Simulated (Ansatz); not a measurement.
This was printed by a script on Ansatz 0.2.0 through its Python package, for a single point of Rb₂LiSbBr₆, space group Fm-3m. What did the script look like? Settings: PBEsol, PAW, cutoff 450 eV, 3×3×3 k-points, fixed occupations.

```
Rb Li Sb Br
1.0
     0.00000    5.56987    5.56987
     5.56987    0.00000    5.56987
     5.56987    5.56987    0.00000
Rb Li Sb Br
2 1 1 6
Cartesian
  8.3548 8.3548 8.3548
  2.7849 2.7849 2.7849
  5.5699 5.5699 5.5699
  0.0000 0.0000 0.0000
  2.8135 5.5699 5.5699
  5.5699 5.5699 2.8135
  8.3262 5.5699 5.5699
  5.5699 2.8135 5.5699
  5.5699 8.3262 5.5699
  5.5699 5.5699 8.3262
```

```console
$ python scf_rb2lisbbr6.py
F = -29476.428 eV for 10 atoms
E(sigma -> 0) = -29476.428 eV, TS = 0.0 eV
closed by deck_thresholds after 8 iterations
symprec 1e-05 A: Fm-3m (225)
symprec 0.001 A: Fm-3m (225)
symprec 0.1 A: Fm-3m (225)
operations used by the run: 48
top of band 39 at k = [0.0, 0.3333333333333333, -0.33333333333333337] 2.2720 eV
bottom of band 40 at k = [0.0, 0.0, 0.3333333333333333] 4.7452 eV
gap by band count 2.473 eV, least direct gap 2.905 eV
largest force 0.1088 eV/A on atom 7
[[-0.      0.      0.    ]
 [-0.      0.      0.    ]
 [ 0.     -0.      0.    ]
 [-0.      0.     -0.    ]
 [-0.1088 -0.      0.    ]
 [-0.      0.     -0.1088]
 [ 0.1088  0.      0.    ]
 [ 0.     -0.1088 -0.    ]
 [-0.      0.1088 -0.    ]
 [-0.      0.      0.1088]]
```

One script that gives this output:

The script, `scf_rb2lisbbr6.py`:
```python
'''Single point of Rb2LiSbBr6.'''

import ansatz
from ase.data import atomic_numbers
import numpy as np
import spglib

lattice = ansatz.Lattice.of(
    [0.0, 5.569875, 5.569875],
    [5.569875, 0.0, 5.569875],
    [5.569875, 5.569875, 0.0],
)
sites = [
    ('Rb', [0.75, 0.75, 0.75]),
    ('Rb', [0.25, 0.25, 0.25]),
    ('Li', [0.5, 0.5, 0.5]),
    ('Sb', [0.0, 0.0, 0.0]),
    ('Br', [0.747435, 0.252565, 0.252565]),
    ('Br', [0.252565, 0.252565, 0.747435]),
    ('Br', [0.252565, 0.747435, 0.747435]),
    ('Br', [0.252565, 0.747435, 0.252565]),
    ('Br', [0.747435, 0.252565, 0.747435]),
    ('Br', [0.747435, 0.747435, 0.252565]),
]
structure = ansatz.Crystal(lattice=lattice)
for symbol, position in sites:
    structure = structure.atom(symbol, position)

# functional, basis and sampling
job = structure.calculation()
job = job.functional(ansatz.Functional.PBESOL)
job = job.basis(450).kpoints(mesh=(3, 3, 3))
job = job.occupations('fixed').scf(tolerance=1e-08)
job = job.band_table().forces()
done = job.run()
data = done.report

n_atoms = len(data['lattice']['sites'])
print('F =', round(data['free_energy_ev'], 4), 'eV for', n_atoms, 'atoms')
print('E(sigma -> 0) =', round(data['energy_sigma0_ev'], 4), 'eV, TS =', round(data['entropy_ts_ev'], 5), 'eV')
print('closed by', data['closed_by'], 'after', data['n_iterations'], 'iterations')

spg_cell = (done.lattice.cell_ang, [s.position_frac for s in done.lattice.sites], [atomic_numbers[s.symbol] for s in done.lattice.sites])
# space group as spglib finds it
for tolerance in (1e-5, 1e-3, 1e-1):
    print(f'symprec {tolerance:g} A: {spglib.get_spacegroup(spg_cell, symprec=tolerance)}')
print('operations used by the run:', data['n_symmetry_ops'])

# band edges over the mesh points; the true edges can lie between them
levels = np.array(data['eigenvalues_ev'])
filled = round(data['n_electrons'] / 2)
top, bottom = levels[:, filled - 1], levels[:, filled]
print('top of band', filled, 'at k =', data['kpoints_frac'][top.argmax()], f'{top.max():.4f} eV')
print('bottom of band', filled + 1, 'at k =', data['kpoints_frac'][bottom.argmin()], f'{bottom.min():.4f} eV')
print(f'gap by band count {bottom.min() - top.max():.3f} eV, least direct gap {(bottom - top).min():.3f} eV')

# forces, one row an atom
forces = np.array(data['forces_ev_ang'])
norms = np.linalg.norm(forces, axis=1)
print('largest force {:.4f} eV/A on atom {}'.format(norms.max(), norms.argmax()))
print(np.array2string(forces, precision=4, suppress_small=True))
```

What to keep in mind:
- Absolute energies stand on the zero of these potentials, so only differences at equal settings mean something. A total without «per atom» is that of the cell as typed.
- Along an axis with an odd division the mesh misses the point at one half; a gap read on a finite mesh is an upper bound on this functional's gap.
- Semilocal gaps usually lie well under measured ones.
- The computed bands are complete only to about 5.7 eV above the Fermi level.
- This cell is a computed structure, which may not be the phase found in nature.
- Levels are Kohn-Sham eigenvalues on this mesh, without spin-orbit coupling.
- Finished in 6.4 s on 1 thread of Intel(R) Xeon(R) Platinum 8259CL CPU @ 2.50GHz (Skylake/Cascade Lake), on a shared host, peak memory 0.68 GiB.

(Lines on the test bed's own set-up are left out of the output.)
